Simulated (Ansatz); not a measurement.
Relaxation of a periodic cell of 35 atoms, Si12O22F (host SiO2, host structure P3_221, dopant F, one O atom removed), cell charge -1, to a largest force component of 0.03 eV/Å in at most 60 steps.

Level of theory: DFT r2SCAN, scalar-relativistic, plane waves, PAW in Ansatz. Settings: PAW set soft_1, cutoff 500 eV, k mesh 2x2x1, gaussian smearing 0.05 eV, no spin polarisation.

```xyz
35
Lattice="-2.4814 4.2979 5.4360 4.9628 0.0000 5.4360 4.9628 8.5958 0.0000" Properties=species:S:1:pos:R:3
Si 7.340 8.596 3.624
Si 3.774 2.059 7.248
Si 1.293 2.239 0.000
O 6.406 9.672 4.342
O 0.210 1.788 1.094
O 0.828 5.010 7.966
O 0.828 3.586 4.718
O 0.210 6.808 6.154
O 3.924 3.222 8.342
Si 4.859 4.298 3.624
Si 6.255 6.357 7.248
Si 3.774 6.537 0.000
F 3.924 3.222 2.906
O 2.692 6.085 1.094
O 3.310 9.308 7.966
O 3.310 7.884 4.718
O 2.692 11.106 6.154
O 6.406 7.520 8.342
Si -0.104 4.298 3.624
Si 1.293 6.357 7.248
Si 3.774 6.537 5.436
O 3.924 5.374 9.778
O 2.692 6.085 6.530
O 0.828 5.010 2.530
O 5.791 3.586 4.718
O 5.173 6.808 6.154
Si 2.378 8.596 3.624
Si 3.774 10.655 7.248
Si 1.293 2.239 5.436
O 6.406 9.672 9.778
O 5.173 10.383 6.530
O 3.310 9.308 2.530
O 8.272 7.884 4.718
O 2.692 2.510 6.154
O 6.406 7.520 2.906
```

Question: Where does it end, and by what steps?

Answer: It converged. The force dipped under the threshold on the way, but the program's further checks kept it going. Limits of this set-up: coarse k mesh, no spin, though dangling bonds at a vacancy may carry it, a small cell, in which the defect meets its images, a typed lattice constant that wasn't relaxed here, charged cell in a uniform background, uncorrected. After 24 steps the energy has fallen by 5.376 eV; F13 moved furthest, 1.49 Å. Parted: Si10–F13 (1.60 → 2.52 Å). Joined: Si10–Si21 (3.08 → 2.42 Å).

```csv
step,energy less start (eV),largest force component (eV/Å),accepted
0,0.0000,6.452,yes
1,-1.3566,4.397,yes
2,-2.7170,2.698,yes
3,-3.8810,2.756,yes
4,-4.4295,2.144,yes
5,-4.8232,1.137,yes
6,-4.9729,0.506,yes
7,-5.1656,0.278,yes
8,-5.2031,0.436,yes
9,-5.2300,0.138,yes
10,-5.2506,0.358,yes
11,-5.2726,0.117,yes
12,-5.2803,0.278,yes
13,-5.2869,0.265,yes
14,-5.3105,0.285,yes
15,-5.3255,0.281,yes
16,-5.3062,0.456,no
17,-5.3259,0.411,yes
18,-5.3571,0.143,yes
19,-5.3633,0.119,yes
20,-5.3685,0.067,yes
21,-5.3739,0.087,yes
22,-5.3744,0.077,yes
23,-5.3760,0.027,yes
24,-5.3760,0.027,yes
```

```xyz
35
Lattice="-2.4814 4.2979 5.4360 4.9628 0.0000 5.4360 4.9628 8.5958 0.0000" Properties=species:S:1:pos:R:3
Si 7.360 8.555 3.551
Si 3.749 2.248 7.321
Si 1.362 2.522 0.153
O 6.446 9.662 4.288
O 0.245 2.045 1.241
O 0.712 4.809 7.690
O 0.644 3.485 4.765
O 0.311 7.018 6.374
O 3.771 3.527 8.325
Si 4.531 4.385 3.820
Si 6.152 6.446 7.286
Si 3.770 6.629 0.030
F 4.991 2.244 2.569
O 2.566 6.251 1.026
O 3.052 9.247 7.970
O 3.342 7.822 4.649
O 2.669 11.207 6.244
O 6.377 7.706 8.270
Si -0.140 4.437 3.738
Si 1.466 6.025 6.929
Si 3.884 6.322 5.118
O 4.046 5.557 10.020
O 2.476 5.639 5.743
O 0.915 5.114 2.723
O 5.846 3.861 4.873
O 4.886 6.748 6.365
Si 2.413 8.660 3.657
Si 3.696 10.536 7.316
Si 1.221 2.162 5.453
O 6.433 9.711 9.868
O 5.092 10.223 6.528
O 3.397 9.483 2.672
O 8.399 7.989 4.653
O 2.598 2.488 6.221
O 6.431 7.355 3.032
```

Whether the end is a true minimum wasn't checked by a vibrational analysis.

Time of the run: 6 min on 4 threads of Arm Neoverse V1 (shared host), peak memory 2.2 GiB.
